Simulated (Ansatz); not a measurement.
# LiC18: the cost of one run

Computed with Ansatz 0.2.0 (DFT r2SCAN+rVV10, scalar-relativistic, plane waves, PAW, unless a step's input says otherwise).

### 1 The system as given

It takes space group P-62m (No. 189, hexagonal). The conventional cell has a = 4.261 Å, b = 4.261 Å, c = 10.400 Å, α = 90.00°, β = 90.00°, γ = 120.00°. C (site symmetry m) has 3 C at 1.42 Å as nearest neighbours. C (site symmetry m2m) is surrounded by 3 C at 1.42 Å. C (site symmetry -62m) has 3 C at 1.42 Å as nearest neighbours. C (site symmetry -6) is surrounded by 3 C at 1.42 Å. Li (site symmetry -62m) has 12 C at 2.33 Å as nearest neighbours.

Structure file:

```xyz
19
Lattice="4.2608 0.0000 0.0000 -2.1304 3.6900 0.0000 0.0000 0.0000 10.4000" Properties=species:S:1:pos:R:3 pbc="T T T"
C     1.4203    0.0000    1.8500
C    -0.7101    1.2300    1.8500
C     1.4203    2.4600    1.8500
C     2.8406    0.0000    1.8500
C    -1.4203    2.4600    1.8500
C     0.7101    1.2300    1.8500
C     2.8406    0.0000    5.2000
C     0.7101    1.2300    5.2000
C     2.8406    2.4600    5.2000
C     4.2608    0.0000    5.2000
C     0.0000    2.4600    5.2000
C     2.1304    1.2300    5.2000
C     1.4203    0.0000    8.5500
C    -0.7101    1.2300    8.5500
C     1.4203    2.4600    8.5500
C     2.8406    0.0000    8.5500
C    -1.4203    2.4600    8.5500
C     0.7101    1.2300    8.5500
Li    0.0000    0.0000    0.0000
```

### 2 Relaxing cell and atoms: LiC18, no spin

File input.yaml:

```yaml
crystal:
  lattice:
    - [4.2608449866, 0.0, 0.0]
    - [-2.1304224933, 3.69, 0.0]
    - [0.0, 0.0, 10.4]
  atoms:
    - { symbol: C, position: [0.3333333333, 0.0, 0.1778846154] }
    - { symbol: C, position: [0.0, 0.3333333333, 0.1778846154] }
    - { symbol: C, position: [0.6666666667, 0.6666666667, 0.1778846154] }
    - { symbol: C, position: [0.6666666667, 0.0, 0.1778846154] }
    - { symbol: C, position: [0.0, 0.6666666667, 0.1778846154] }
    - { symbol: C, position: [0.3333333333, 0.3333333333, 0.1778846154] }
    - { symbol: C, position: [0.6666666667, 0.0, 0.5] }
    - { symbol: C, position: [0.3333333333, 0.3333333333, 0.5] }
    - { symbol: C, position: [1.0, 0.6666666667, 0.5] }
    - { symbol: C, position: [1.0, 0.0, 0.5] }
    - { symbol: C, position: [0.3333333333, 0.6666666667, 0.5] }
    - { symbol: C, position: [0.6666666667, 0.3333333333, 0.5] }
    - { symbol: C, position: [0.3333333333, 0.0, 0.8221153846] }
    - { symbol: C, position: [0.0, 0.3333333333, 0.8221153846] }
    - { symbol: C, position: [0.6666666667, 0.6666666667, 0.8221153846] }
    - { symbol: C, position: [0.6666666667, 0.0, 0.8221153846] }
    - { symbol: C, position: [0.0, 0.6666666667, 0.8221153846] }
    - { symbol: C, position: [0.3333333333, 0.3333333333, 0.8221153846] }
    - { symbol: Li, position: [0.0, 0.0, 0.0] }
scf:
  occupations: { method: methfessel_paxton, width: 0.1 }
output:
  forces: true
  stress: true
  eigenvalues: true
  write_density: true
  write_potential: true
  elf: true
  volumetric_format: npy
kpoints:
  mp_grid: { grid: [15, 15, 6] }
hamiltonian:
  xc: r2scan
  dispersion: rvv10
relax:
  f_tol: 0.01
  adjacent_minimum: "off"
  cell: { stress_tol: 0.05 }
```

Started as:

```
$ ansatz run input.yaml --threads 4 --pin off --max-ram 14336MiB --backend cpu --events-out ev --progress --plain --runs-dir out
```

**Question.** How long does this run take on 4 threads of Arm Neoverse V1, shared host, and how much memory does it need?

About 5.8 min, with a peak of 1.6 GiB.
